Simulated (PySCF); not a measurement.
# RuOI2: structure of the singlet

Aim: relax RuOI2 as a singlet from a T-shaped (ligand arrangement 2) start, check by its vibrations whether the end is a minimum, and collect its spectrum and constants.

Method: PBE, basis Ru def2-SVP with ECP28, O def2-SVP, I def2-SVP with ECP28, scalar-relativistic core potentials, no spin–orbit coupling, density fitting; program: PySCF 2.14.0.

## Step 1: Starting geometry

4 atoms, charge 0, spin multiplicity 1.

Bond lengths: Ru1–O2 1.710 Å, Ru1–I3 2.580 Å, Ru1–I4 2.580 Å. Angles: O2–Ru1–I3 88.0°, O2–Ru1–I4 88.0°, I3–Ru1–I4 176.0°.

Coordinates in bohr (charge 0 multiplicity 1):
```
Ru    0.0000    0.0000   -0.2552
O     0.0000    0.0000    2.9763
I     4.8725    0.0000   -0.0851
I    -4.8725    0.0000   -0.0851
```

## Step 2: Relaxation: T-shaped (ligand arrangement 2) start, singlet

One driver script runs all steps and calls PySCF; scf.py shows how it sets up the SCF of each step. The optimiser is the driver's own. Before each start the driver seeks the lowest SCF state from one or more starting densities and follows internal instabilities, so scf.py alone need not reach the same state.

The program finds C2v symmetry in the start, which this walk keeps. The walk stops when the largest gradient is under 0.0003 Eh/bohr and the energy has settled too.

scf.py reads:

```python
from pyscf import gto, scf, dft
mol = gto.M(atom='''
Ru     0.000000     0.000000    -0.135036
O      0.000000     0.000000     1.574964
I      2.578400    -0.000000    -0.045036
I     -2.578400     0.000000    -0.045036''',
    basis={'Ru': 'def2-SVP', 'O': 'def2-SVP', 'I': 'def2-SVP'},
    ecp={'Ru': 'def2-SVP', 'I': 'def2-SVP'},
    charge=0, spin=0)
mf = dft.RKS(mol, xc='PBE')
mf.grids.atom_grid = (50, 194)
aux = {'Ru': 'def2-universal-JKFIT', 'O': 'def2-universal-JKFIT', 'I': 'def2-universal-JKFIT'}
mf = mf.density_fit(auxbasis=aux)
mf.kernel()
```

Energy and gradient, step by step:

| step | energy (Eh) | change (kJ/mol) | largest symmetric gradient (Eh/bohr) |
| --- | --- | --- | --- |
| 0 | -765.381722 | 0.00 | 0.10522 |
| 1 | -765.410136 | -74.60 | 0.02966 |
| 2 | -765.426879 | -118.56 | 0.05887 |
| 3 | -765.437240 | -145.76 | 0.02161 |
| 4 | -765.444649 | -165.22 | 0.02089 |
| 5 | -765.455199 | -192.92 | 0.01377 |
| 6 | -765.459568 | -204.39 | 0.00400 |
| 7 | -765.459977 | -205.46 | 0.00229 |
| 8 | -765.459985 | -205.48 | 0.00148 |
| 9 | -765.459990 | -205.49 | 0.00006 |

The walk ran for 55 s (4 threads, shared host).

It settles in C2v symmetry, 205.5 kJ/mol below the start, after 9 steps: Ru–I 2.536 Å (×2), Ru–O 1.625 Å; I–Ru–I 111.7°, I–Ru–O 124.1° (×2).

## Step 3: Is it a minimum? Harmonic modes

The point is checked on the finer grid, and tightened if its gradient asks for it. The Hessian and the dipole derivatives come from central differences of analytic gradients, with steps of 0.01 bohr.

scf.py: that of step 2 with these lines changed.

```diff
@@ -3,4 +3,4 @@
-Ru     0.000000     0.000000    -0.135036
-O      0.000000     0.000000     1.574964
-I      2.578400    -0.000000    -0.045036
-I     -2.578400     0.000000    -0.045036''',
+Ru    -0.000000     0.000000     0.908861
+O     -0.000000     0.000000     2.534214
+I      2.089594    -0.000000    -0.528530
+I     -2.089594     0.000000    -0.528530''',
@@ -11 +11 @@
-mf.grids.atom_grid = (50, 194)
+mf.grids.atom_grid = (75, 302)
```

The driver hands on the density of the step before, so the log starts near convergence.

SCF at the final geometry:

```text
init E= -765.459626160826
  HOMO = -0.207193967507762  LUMO = -0.190515720062957  gap/eV = 0.45384
cycle= 1 E= -765.459626160358  delta_E= 4.68e-10  |g|= 4.57e-05  |ddm|= 4.73e-05
  HOMO = -0.20719483294832  LUMO = -0.1905092770487  gap/eV = 0.45404
cycle= 2 E= -765.459626142026  delta_E= 1.83e-08  |g|= 0.000288  |ddm|= 0.000287
  HOMO = -0.207193937964907  LUMO = -0.190514646509953  gap/eV = 0.45387
cycle= 3 E= -765.45962616083  delta_E= -1.88e-08  |g|= 4.45e-06  |ddm|= 0.000239
  HOMO = -0.207194062224099  LUMO = -0.190514803115606  gap/eV = 0.45387
cycle= 4 E= -765.459626160841  delta_E= -1.16e-11  |g|= 1.47e-06  |ddm|= 1.83e-05
  HOMO = -0.207193880687019  LUMO = -0.190514596265121  gap/eV = 0.45387
Extra cycle  E= -765.459626160819  delta_E= 2.27e-11  |g|= 7.16e-06  |ddm|= 2.34e-05
converged SCF energy = -765.459626160819
```

The whole step took 35 s.

Geometry: C2v; Ru–I 2.536 Å (×2), Ru–O 1.625 Å; I–Ru–I 111.0°, I–Ru–O 124.5° (×2).

Modes, for the most abundant isotopes:

| symmetry | ω (cm⁻¹) | IR (km/mol) |
| --- | --- | --- |
| a1 | 62 | 0.3 |
| b1 | 127 | 0.0 |
| b2 | 159 | 0.6 |
| a1 | 212 | 1.9 |
| b2 | 274 | 40.9 |
| a1 | 1037 | 176 |

Every mode is real; the point is a minimum.

Constants and moments:

* Dipole moment: 0.68 D
* Highest occupied level: -5.64 eV
* Lowest empty level: -5.18 eV
* Rotational constants: 0.06539, 0.01521, 0.01234 cm⁻¹
* Zero-point energy: 11.2 kJ/mol
* Principal polarisabilities: 59.1, 93.7, 159.0 bohr³
* Atomisation energy without zero-point energy: 1156 kJ/mol
* Principal traceless quadrupole moments about the centre of mass: -3.51, -1.41, 4.92 D Å
* Entropy at 298.15 K and 1 bar: 364.8 J/(mol K)
* Heat capacity Cp at 298.15 K: 73.7 J/(mol K)
* Enthalpy at 298.15 K above 0 K: 18.19 kJ/mol
* Rotational symmetry number: 2

Populations by atom (charges in e):

```tsv
atom	Mulliken	Löwdin	polar tensor	Mayer order to Ru1
Ru1	0.20	-0.69	1.13	–
O2	-0.23	0.08	-0.64	2.04
I3,4	0.02	0.31	-0.24	1.32
```

Outer orbital energies (eV). occupied: -9.16, -8.36, -7.74, -7.71, -7.43, -6.98, -5.88, -5.64; empty: -5.18, -4.24, -4.23, -0.15.

Mulliken populations on Ru1 (outside its core potential): s 2.55, p 6.48, d 6.75, f 0.02.

## Step 4: What came out

| quantity | value |
| --- | --- |
| minimum | singlet, C2v |
| geometry | Ru–I 2.536 Å (×2), Ru–O 1.625 Å; I–Ru–I 111.0°, I–Ru–O 124.5° (×2) |
| wavenumbers (cm⁻¹) | 62 (a1), 127 (b1), 159 (b2), 212 (a1), 274 (b2), 1037 (a1) |
| dipole moment | 0.68 D |
| highest occupied, lowest empty level | -5.64, -5.18 eV |
| polar-tensor charge of Ru1 | +1.13 e |
| zero-point energy | 11.2 kJ/mol |
| entropy at 298.15 K | 364.8 J/(mol K) |
| atomisation energy (no zero-point energy) | 1156 kJ/mol |

What this shows: The T-shaped (ligand arrangement 2) start keeps its C2v symmetry and ends in a minimum. In the infrared the band at 1037 cm⁻¹ (a1, stretch) leads. Other starts or spin states, not run here, may lie lower. Modes under about 90 cm⁻¹ are uncertain by tens of cm⁻¹. The stability of the closed-shell solution was not tested. Spin–orbit coupling is left out.

The search up to here took 2.5 min.
